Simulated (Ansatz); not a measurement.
# Cl3HSn: the cost of one run

Program: Ansatz 0.2.0. Level of theory: UKS PBE-D4/def2-SVP. These are calculated values, not measurements.

## Step 1: Starting point

Bond lengths: Sn1–Cl2 2.815 Å, Sn1–Cl4 2.595 Å, H3–Cl4 1.440 Å, Sn1–Cl5 2.361 Å. Angles: Cl2–Sn1–Cl4 72.2°, Cl2–Sn1–Cl5 99.9°, Cl4–Sn1–Cl5 97.8°, Sn1–Cl4–H3 59.9°.

Structure file:

```xyz
5

Sn    0.3590    1.2403    0.2715
Cl    1.2557   -0.9333   -1.2759
H    -0.4086   -0.5268   -0.8902
Cl   -1.7283   -0.0753   -0.5341
Cl    0.5222    0.2952    2.4288
```

## Step 2: A restrained relaxation towards end A

Springs on the bonds that form and break draw the guess towards this end; the thresholds are loose.

input.yaml reads:

```yaml
crystal:
  periodic: [false, false, false]
  atoms:
    - { symbol: Sn, position_ang: [0.359, 1.2403, 0.2715] }
    - { symbol: Cl, position_ang: [1.2557, -0.9333, -1.2759] }
    - { symbol: H, position_ang: [-0.4086, -0.5268, -0.8902] }
    - { symbol: Cl, position_ang: [-1.7283, -0.0753, -0.5341] }
    - { symbol: Cl, position_ang: [0.5222, 0.2952, 2.4288] }
magnetization:
  spin_polarized: true
basis:
  gaussian: { orbitals: def2-SVP }
hamiltonian:
  xc: pbe
  dispersion: d4
relax:
  f_tol: 0.15
  max_steps: 25
  restrain:
    - { distance: [2, 1], at: 2.63, k: 30.0 }
    - { distance: [0, 1], at: 2.41, k: 30.0 }
    - { distance: [0, 2], at: 1.7, k: 30.0 }
```

Launch:

```console
ansatz run input.yaml --threads 2 --pin off --max-ram 3072MiB --backend cpu --events-out ev --progress --plain --runs-dir out
```

**Question.** How long does this run take on 2 threads of Arm Neoverse V2, shared host, and how much memory does it need?

About 15 s, with a peak of 0.15 GiB.
